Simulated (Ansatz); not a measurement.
ZrSc, space group P-6m2, a single point from a YAML input

Program: the Ansatz DFT code, driven from Python.

`yaml_run.py`
```python
# -*- coding: utf-8 -*-
"""Run a YAML input for ZrSc from Python."""

import ansatz
import numpy as np

INPUT = """
crystal:
  lattice:
    - [3.282846, 0.0, 0.0]
    - [-1.641423, 2.843028, 0.0]
    - [0.0, 0.0, 5.155005]
  atoms:
    - { symbol: Zr, position: [0.666667, 0.333333, 0.0] }
    - { symbol: Sc, position: [0.0, 0.0, 0.5] }
kpoints:
  mp_grid: { grid: [8, 8, 5] }
hamiltonian:
  xc: pbesol
scf:
  occupations: { method: fermi_dirac, width: 0.05 }
basis:
  ecutwfc: "420 eV"
output:
  stress: true
  eigenvalues: true
"""

planned = ansatz.Session.from_yaml(INPUT).plan(threads=1, pin="off")
outcome = planned.execute()
report = outcome.report

n_atoms = len(report["lattice"]["sites"])
print("F =", round(report["free_energy_ev"], 4), "eV for", n_atoms, "atoms")
print("E(sigma -> 0) =", round(report["energy_sigma0_ev"], 4), "eV, TS =", round(report["entropy_ts_ev"], 5), "eV")
print("closed by", report["closed_by"], "after", report["n_iterations"], "iterations")

# the stress is positive in compression
print("pressure by term (GPa)")
for term, tensor in report["stress_terms_gpa"].items():
    if np.any(tensor):
        print(f"  {term:28s} {np.trace(np.array(tensor)) / 3:12.3f}")
print(f"  {'total':28s} {np.trace(np.array(report['stress_gpa'])) / 3:12.3f}")

edges = report.get("band_edges_ev")
if edges:
    print(f"band edges on the mesh: {edges[0]:.3f} and {edges[1]:.3f} eV, gap {edges[1] - edges[0]:.3f} eV")
else:
    print("no band edges reported (a metal, or a gap too narrow for this smearing); Fermi level", round(report["fermi_energy_ev"], 3), "eV")

fermi = report["fermi_energy_ev"]
print("levels less the Fermi level (eV) at the first k-points")
for k, levels in list(zip(report["kpoints_frac"], report["eigenvalues_ev"]))[:4]:
    print("k = ({:.3f}, {:.3f}, {:.3f})".format(*k))
    print("   ", " ".join(f"{e - fermi:.3f}" for e in levels))
```

Running `python yaml_run.py` prints:
```text
DeckWarning: the atoms were moved onto the symmetric positions of the space group found under crystal.symmetry.tolerance 1.0e-5 (fractional; no operation is sought that the atoms, as they stand in a round, miss by more than twice it, and no atom is moved by [...]
F = -6239.9811 eV for 2 atoms
E(sigma -> 0) = -6239.9665 eV, TS = 0.02933 eV
closed by deck_thresholds after 6 iterations
pressure by term (GPa)
  kinetic                          1313.246
  hartree                           535.313
  ewald                           -2116.057
  local_pseudopotential             382.258
  nonlocal_pseudopotential          -53.644
  augmentation                      202.470
  nlcc                              -81.578
  xc                               -185.729
  augmentation_tail                  -0.000
  scf_correction                     -0.003
  pulay_correction                    0.012
  total                              -3.711
no band edges reported (a metal, or a gap too narrow for this smearing); Fermi level 11.3 eV
levels less the Fermi level (eV) at the first k-points
k = (0.000, 0.000, 0.000)
    -49.075 -48.598 -27.904 -27.640 -27.640 -26.621 -26.321 -26.321 -5.308 -2.290 0.964 1.225 1.225 1.631 1.983 1.983
k = (0.000, 0.000, 0.200)
    -49.074 -48.601 -27.875 -27.639 -27.639 -26.655 -26.322 -26.322 -5.013 -2.450 0.574 1.111 1.111 1.450 1.780 1.780
k = (0.000, 0.000, 0.400)
    -49.070 -48.604 -27.826 -27.638 -27.638 -26.714 -26.323 -26.323 -4.223 -3.125 0.230 1.026 1.026 1.081 1.489 1.489
k = (0.000, 0.125, 0.000)
    -49.069 -48.589 -27.886 -27.683 -27.650 -26.621 -26.411 -26.341 -4.930 -1.963 0.441 0.643 1.580 1.695 2.021 2.041
```
(Warnings from the package without file and line, shortened.)

Caveats:
- Absolute energies stand on the zero of these potentials, so only differences at equal settings mean something. A total without «per atom» is that of the cell as typed.
- No spin polarisation was allowed.
- The computed bands are complete only to about 1.5 eV above the Fermi level.
- For a metal this k-point mesh is coarse: on a finer one energies can move by several to tens of meV an atom and pressures by half a GPa or more, differences at one mesh by less.
- Only differences from the Fermi energy are physical; the zero of the scale is a convention.
- Pressure is positive in compression.
- This cell is a computed structure, which may not be the phase found in nature.
- Levels are Kohn-Sham eigenvalues on this mesh, without spin-orbit coupling.
- Wall time of the script: 1.8 s on 1 thread of Arm Neoverse V2, with other jobs on the host, peak memory 0.38 GiB.

(A comment or docstring line of the script was reworded after the run, the code is as it ran; lines on the test bed's own set-up are left out of the output.)
